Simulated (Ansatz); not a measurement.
# MoWSe4: the cost of one run

Program: Ansatz 0.2.0. Level of theory: DFT LDA+U (U_eff = 4 eV on Mo d, W d), plane waves, PAW, no spin–orbit coupling unless a run says so. These are calculated values, not measurements.

## Step 1: The structure to begin with

It takes space group Cm (No. 8, monoclinic). The conventional cell has a = 5.749 Å, b = 3.320 Å, c = 22.767 Å, α = 90.00°, β = 90.01°, γ = 90.00°. Around Mo (site symmetry m) lie 6 Se at 2.53 Å. Around Se (site symmetry m) lie 3 Mo at 2.53 Å. Se (site symmetry m) has 3 W at 2.54 Å as nearest neighbours. W (site symmetry m) is surrounded by 6 Se at 2.54 Å.

Cell or atoms stand a little off a more symmetric structure (P3m1 at a tolerance of 0.3 Å), so results at this geometry aren't those of that ideal crystal.

As a file:

```cif
data_structure
_symmetry_space_group_name_H-M 'P 1'
_symmetry_Int_Tables_number 1
_cell_length_a 3.3192
_cell_length_b 3.3192
_cell_length_c 22.7668
_cell_angle_alpha 90.011
_cell_angle_beta 90.011
_cell_angle_gamma 60.009
_cell_volume 217.24
loop_
_atom_site_label
_atom_site_type_symbol
_atom_site_fract_x
_atom_site_fract_y
_atom_site_fract_z
_atom_site_occupancy
Mo1 Mo 0.33267 0.33267 0.45126 1
Se1 Se 0.66605 0.66605 0.52385 1
Se2 Se 0.33402 0.33402 0.07762 1
Se3 Se 0.33409 0.33409 0.22366 1
Se4 Se 0.66594 0.66594 0.37858 1
W1 W 0.66747 0.66747 0.15062 1
```

Magnetic order typed: ferromagnetic.

An earlier series on this cell reached its lowest free state from «from atoms, default search», perhaps among other starts (it ended without moments).

## Step 2: Random orbitals: single harmonics, second filling

The input, input.yaml:

```yaml
crystal:
  lattice:
    - [2.87440879, -1.65984721, 0.0]
    - [2.87440879, 1.65984721, 0.0]
    - [-0.0051069, 0.0, 22.76678733]
  atoms:
    - { symbol: Mo, position: [0.33267441, 0.33267441, 0.45126469], spin: 1.0 }
    - { symbol: Se, position: [0.66604922, 0.66604922, 0.52385215] }
    - { symbol: Se, position: [0.3340235, 0.3340235, 0.07762295] }
    - { symbol: Se, position: [0.33409304, 0.33409304, 0.22365931] }
    - { symbol: Se, position: [0.66593527, 0.66593527, 0.3785826] }
    - { symbol: W, position: [0.66746582, 0.66746582, 0.1506223], spin: 1.0 }
basis:
  ecutwfc: 420
  ecutrho_ratio: 4
kpoints:
  mp_grid: { grid: [7, 7, 1] }
hamiltonian:
  xc: lda
  hubbard:
    sites:
      - { site: 0, l: d, u_eff: 4.0, starting_ns: [{ spin: up, occupation_matrix: s0up }, { spin: down, occupation_matrix: s0down }] }
      - { site: 5, l: d, u_eff: 4.0, starting_ns: [{ spin: up, occupation_matrix: s5up }, { spin: down, occupation_matrix: s5down }] }
    occupation_matrices:
      s0up:
        matrix:
          - [0.02, 0.0, 0.0, 0.0, 0.0]
          - [0.0, 0.02, 0.0, 0.0, 0.0]
          - [0.0, 0.0, 0.02, 0.0, 0.0]
          - [0.0, 0.0, 0.0, 0.97, 0.0]
          - [0.0, 0.0, 0.0, 0.0, 0.97]
      s0down:
        matrix:
          - [0.02, 0.0, 0.0, 0.0, 0.0]
          - [0.0, 0.97, 0.0, 0.0, 0.0]
          - [0.0, 0.0, 0.02, 0.0, 0.0]
          - [0.0, 0.0, 0.0, 0.02, 0.0]
          - [0.0, 0.0, 0.0, 0.0, 0.02]
      s5up:
        matrix:
          - [0.02, 0.0, 0.0, 0.0, 0.0]
          - [0.0, 0.02, 0.0, 0.0, 0.0]
          - [0.0, 0.0, 0.02, 0.0, 0.0]
          - [0.0, 0.0, 0.0, 0.97, 0.0]
          - [0.0, 0.0, 0.0, 0.0, 0.02]
      s5down:
        matrix:
          - [0.02, 0.0, 0.0, 0.0, 0.0]
          - [0.0, 0.02, 0.0, 0.0, 0.0]
          - [0.0, 0.0, 0.02, 0.0, 0.0]
          - [0.0, 0.0, 0.0, 0.02, 0.0]
          - [0.0, 0.0, 0.0, 0.0, 0.02]
    ns_hold: until_converged
scf:
  occupations: { method: gaussian, width: 0.05 }
  lower_state_search: "off"
  max_iter: 150
output:
  forces: true
  stress: true
  eigenvalues: true
  populations: true
  hubbard: { sites: [{ site: 0, l: d }, { site: 5, l: d }] }
magnetization:
  spin_polarized: true
```

The typed matrices put 0.97 on the chosen orbitals and 0.02 on the others, and are held until the SCF converges, then released.

On the command line:

```sh
$ ansatz run input.yaml --threads 4 --pin off --max-ram 6144MiB --backend cpu --events-out ev --progress --plain --runs-dir out
```

Q: Estimate wall time and peak memory on 4 threads of Arm Neoverse V1, shared host.

About 60 s, with a peak of 0.81 GiB.
